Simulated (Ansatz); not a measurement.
# CH5In (SMILES [CH3][InH2]) at 3 levels

Wanted: a comparison of 3 runs (HF/def2-SVP, BLYP/STO-3G, PBE0/def2-TZVP) of CH5In. 

The calculation is run with Ansatz 0.2.0.

2 further runs of the same task are left out: 2 for a known fault of the program.

### Step 1. The structure to begin with

CH5In has 7 atoms, charge 0, and is taken as a singlet. As SMILES, `[CH3][InH2]`. The coordinates come from a PBE0-D4/def2-TZVP relaxation.

Bond lengths: C1–In2 2.153 Å, C1–H3 1.090 Å, C1–H4 1.093 Å, C1–H5 1.091 Å, In2–H6 1.730 Å, In2–H7 1.731 Å. Angles: C1–In2–H6 120.8°, C1–In2–H7 120.0°, In2–C1–H3 111.6°, In2–C1–H4 109.1°, In2–C1–H5 110.7°, H6–In2–H7 119.3°, H3–C1–H4 108.3°, H3–C1–H5 109.4°, H4–C1–H5 107.6°.

### Step 2. Energy and gradient at HF/def2-SVP (core potential) (run 1)

The input, molecule.yaml:

```yaml
crystal:
  periodic: [false, false, false]
  atoms:
    - {symbol: C, position_ang: [-0.528500, -0.700600, -0.498600]}
    - {symbol: In, position_ang: [0.594300, 0.783800, 0.584000]}
    - {symbol: H, position_ang: [-1.415600, -1.012400, 0.052500]}
    - {symbol: H, position_ang: [-0.848300, -0.280000, -1.455900]}
    - {symbol: H, position_ang: [0.091200, -1.573000, -0.712000]}
    - {symbol: H, position_ang: [-0.133500, 1.677000, 1.874900]}
    - {symbol: H, position_ang: [2.240400, 1.105200, 0.155100]}
basis:
  gaussian:
    orbitals: def2-SVP
accuracy: high
output: {forces: true, orbitals: {seedname: orbitals}}
hamiltonian:
  xc: hf
```

Launch:

```sh
ansatz run molecule.yaml --threads 1 --pin off --max-ram 2610MiB --events-out events.jsonl --progress --plain --runs-dir runs
```

The log of the run:

```text
Warning: RAYON_NUM_THREADS=1 ignored (pool sized by the plan → 1); use --threads N
Functional definition: HF
  name "HF"
  exchange = exact_x
  correlation = 0
1610 factors; integrals over basis functions are off by at most 2.9e-9 eV
mean field evaluation 1: about -6254.6610 eV, gradient 2.3e1 eV
mean field evaluation 2: about -6254.6711 eV, gradient 2.3e1 eV
mean field evaluation 4: about -6256.2887 eV, gradient 1.9e0 eV
mean field evaluation 8: about -6256.3075 eV, gradient 4.4e-4 eV
mean field -6256.30746012 eV, -229.9150584818 hartree, gradient 2.7e-8 eV, S^2 0.000000; 0 other end points of the search recorded, 0 dependent functions left out
the calculation of the forces begins
reference -6256.30746012 eV, -229.9150584818 hartree; 16, 16 occupied and 49, 49 virtual orbitals, 1610 factors
Total energy: -6256.30746012 eV, -229.9150584818 hartree
Atom 0 at    -0.528500    -0.700600    -0.498600 Å, force    -0.170163    -0.218180    -0.201318 eV/Å
Atom 1 at     0.594300     0.783800     0.584000 Å, force     0.148114     0.186106     0.143143 eV/Å
Atom 2 at    -1.415600    -1.012400     0.052500 Å, force    -0.022592    -0.048922    -0.032215 eV/Å
Atom 3 at    -0.848300    -0.280000    -1.455900 Å, force    -0.031070    -0.041186    -0.011040 eV/Å
Atom 4 at     0.091200    -1.573000    -0.712000 Å, force    -0.041479    -0.039270    -0.012598 eV/Å
Atom 5 at    -0.133500     1.677000     1.874900 Å, force    -0.072465     0.112907     0.152608 eV/Å
Atom 6 at     2.240400     1.105200     0.155100 Å, force     0.189655     0.048545    -0.038581 eV/Å
Dipole moment:    -0.065440    -0.084862    -0.061565 e Å
```

Run time: 2.6 s. Hardware: 1 thread of Arm Neoverse V2, shared host.

### Step 3. Energy and gradient at BLYP/STO-3G (run 2)

The input, job.yaml:

```yaml
crystal:
  periodic: [false, false, false]
  atoms:
    - symbol: C
      position_ang: [-0.528500, -0.700600, -0.498600]
    - symbol: In
      position_ang: [0.594300, 0.783800, 0.584000]
    - symbol: H
      position_ang: [-1.415600, -1.012400, 0.052500]
    - symbol: H
      position_ang: [-0.848300, -0.280000, -1.455900]
    - symbol: H
      position_ang: [0.091200, -1.573000, -0.712000]
    - symbol: H
      position_ang: [-0.133500, 1.677000, 1.874900]
    - symbol: H
      position_ang: [2.240400, 1.105200, 0.155100]
basis:
  gaussian:
    orbitals: STO-3G
total_charge: 0
hamiltonian:
  xc: {name: BLYP}
accuracy: high
output:
  forces: true
  orbitals: {seedname: orbitals}
```

Launch:

```sh
ansatz run job.yaml --threads 1 --pin off --max-ram 2610MiB --events-out events.jsonl --progress --plain --runs-dir runs
```

The log of the run, cut to the lines that bear on the results:

```text
Warning: RAYON_NUM_THREADS=1 ignored (pool sized by the plan → 1); use --threads N
Functional definition: BLYP
  name "BLYP"
[...]
694 factors; integrals over basis functions are off by at most 3.9e-9 eV
[...]
mean field -155793.31272644 eV, -5725.2986421967 hartree, gradient 2.5e-8 eV, S^2 0.000000; 0 other end points of the search recorded, 0 dependent functions left out
[...]
reference -155793.31276855 eV, -5725.2986437442 hartree; 30, 30 occupied and 7, 7 virtual orbitals, 694 factors
Total energy: -155793.31276855 eV, -5725.2986437442 hartree
Atom 0 at    -0.528500    -0.700600    -0.498600 Å, force     1.352865     1.784058     1.280110 eV/Å
Atom 1 at     0.594300     0.783800     0.584000 Å, force     0.360507     0.501281     0.318125 eV/Å
Atom 2 at    -1.415600    -1.012400     0.052500 Å, force    -0.494124    -0.311993     0.125532 eV/Å
Atom 3 at    -0.848300    -0.280000    -1.455900 Å, force    -0.238229     0.067334    -0.486821 eV/Å
Atom 4 at     0.091200    -1.573000    -0.712000 Å, force     0.144149    -0.534488    -0.167668 eV/Å
Atom 5 at    -0.133500     1.677000     1.874900 Å, force     0.857252    -1.097453    -1.565844 eV/Å
Atom 6 at     2.240400     1.105200     0.155100 Å, force    -1.982419    -0.408739     0.496567 eV/Å
Dipole moment:    -0.000373     0.001216    -0.003659 e Å
```

Wall time 3.3 s (1 thread of Arm Neoverse V2, shared host).

### Step 4. Energy and forces at PBE0/def2-TZVP (core potential) (run 3)

The input, run.yaml:

```yaml
crystal:
  periodic: [false, false, false]
  atoms:
    - {symbol: C, position_ang: [-0.528500, -0.700600, -0.498600]}
    - {symbol: In, position_ang: [0.594300, 0.783800, 0.584000]}
    - {symbol: H, position_ang: [-1.415600, -1.012400, 0.052500]}
    - {symbol: H, position_ang: [-0.848300, -0.280000, -1.455900]}
    - {symbol: H, position_ang: [0.091200, -1.573000, -0.712000]}
    - {symbol: H, position_ang: [-0.133500, 1.677000, 1.874900]}
    - {symbol: H, position_ang: [2.240400, 1.105200, 0.155100]}
basis:
  gaussian: {orbitals: def2-TZVP}
magnetization: {spin_polarized: false, initial_magnetization: 0}
hamiltonian: {xc: pbe0}
accuracy: high
output: {forces: true, orbitals: {seedname: orbitals}}
```

Launch:

```sh
ansatz run run.yaml --threads 1 --pin off --max-ram 2610MiB --events-out events.jsonl --progress --plain --runs-dir runs
```

The log of the run, cut to the lines that bear on the results:

```text
Warning: RAYON_NUM_THREADS=1 ignored (pool sized by the plan → 1); use --threads N
Functional definition: PBE0
  name "PBE0"
[...]
2197 factors; integrals over basis functions are off by at most 3.3e-9 eV
[...]
mean field -6290.50210845 eV, -231.1716886300 hartree, gradient 3.6e-8 eV, S^2 0.000000; 0 other end points of the search recorded, 0 dependent functions left out
[...]
reference -6290.50211233 eV, -231.1716887726 hartree; 16, 16 occupied and 95, 95 virtual orbitals, 2197 factors
Total energy: -6290.50211233 eV, -231.1716887726 hartree
Atom 0 at    -0.528500    -0.700600    -0.498600 Å, force    -0.004327    -0.005751    -0.006978 eV/Å
Atom 1 at     0.594300     0.783800     0.584000 Å, force     0.003886     0.002160    -0.001176 eV/Å
Atom 2 at    -1.415600    -1.012400     0.052500 Å, force    -0.000764    -0.002050    -0.002134 eV/Å
Atom 3 at    -0.848300    -0.280000    -1.455900 Å, force    -0.000055    -0.000597     0.003243 eV/Å
Atom 4 at     0.091200    -1.573000    -0.712000 Å, force    -0.001363     0.000514     0.001400 eV/Å
Atom 5 at    -0.133500     1.677000     1.874900 Å, force    -0.001067     0.003918     0.005064 eV/Å
Atom 6 at     2.240400     1.105200     0.155100 Å, force     0.003691     0.001806     0.000581 eV/Å
Dipole moment:    -0.074781    -0.096725    -0.071043 e Å
```

Run time: 12 s. Hardware: 1 thread of Arm Neoverse V2, shared host; peak memory 0.36 GiB.

### Step 5. Overview of the runs

| run | level | core potential | energy (Eh) | dipole moment (D) | HOMO energy (eV) | LUMO energy (eV) | wall time |
| --- | --- | --- | --- | --- | --- | --- | --- |
| 1 | HF/def2-SVP (core potential) | def2-SVP | -229.915058 | 0.59 | -10.26 | 0.99 | 2.6 s |
| 2 | BLYP/STO-3G | none | -5725.298644 | 0.02 | -2.64 | 1.05 | 3.3 s |
| 3 | PBE0/def2-TZVP (core potential) | def2-TZVP | -231.171689 | 0.68 | -7.56 | -1.54 | 12 s |

### Step 6. Results

| quantity | value |
| --- | --- |
| run 3: total energy | -231.17169 Eh |
| run 3: dipole moment | 0.68 D |
| run 3: HOMO energy | -7.56 eV |
| run 3: LUMO energy | -1.54 eV |
| run 3: HOMO–LUMO gap | 6.02 eV |
| run 3: largest force on an atom | 0.010 eV/Å |

The dipole moment (its size) runs from 0.02 D (BLYP/STO-3G) to 0.68 D (PBE0/def2-TZVP). The two ends differ in method and basis and core potential. The HOMO–LUMO gap runs from 3.69 eV (BLYP/STO-3G) to 11.25 eV (HF/def2-SVP). Totals of different functionals can't be ranked against each other. Some runs of one species differ in core potentials or relativity; totals across that change don't compare. In run 2 the basis is minimal, so the values are rough. In run 2 relativity is left out where basis or elements ask for it. All runs together took 18 s, the longest 12 s.
